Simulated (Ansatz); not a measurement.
Ca3Lu in Ansatz: the effect of target pressure

Ca3Lu:

```
CELL_PARAMETERS angstrom
5.36177 0.00000 0.00000
0.00000 5.36177 0.00000
0.00000 0.00000 5.36177
ATOMIC_POSITIONS crystal
Lu 0.50000 0.50000 0.50000
Ca 0.00000 0.00000 0.50000
Ca 0.00000 0.50000 0.00000
Ca 0.50000 0.00000 0.00000
```

The cell comes from a database or a generator and needn't be the stable form of this composition.

Alike in all runs:

* Program: Ansatz 0.2.0
* Task: relaxation of cell and atoms
* Functional: PBE
* Potentials or basis: Ansatz PAW
* Cutoff: 420 eV (not typed: the program's choice for these potentials)
* k mesh: 5 × 5 × 5
* Occupations: fermi-dirac, width 0.05 eV
* Spin: no spin polarisation

Each run relaxes the cell or the atoms first.

```csv
target pressure,relaxed volume (Å³/atom)
0 GPa,38.54
2 GPa,35.53
5 GPa,32.32
10 GPa,28.44
20 GPa,23.99
30 GPa,?
```

Question: What does the run with target pressure 30 GPa give?

Answer: Relaxed volume 21.23 Å³/atom.

Worked out: In Murnaghan's law V^(-B') rises as a straight line in P. The other rows fit best with B' = 2.4, V0 = 38.51 Å³/atom and B0 = 23 GPa, which gives 21.23 Å³/atom at 30 GPa, against the run's 21.23.

Caveats: the plane-wave basis is chosen anew once the cell has moved, so the energies of steps on either side of that aren't comparable; the volume moved by over 15 % at a fixed basis, so the end points are rough (some runs).
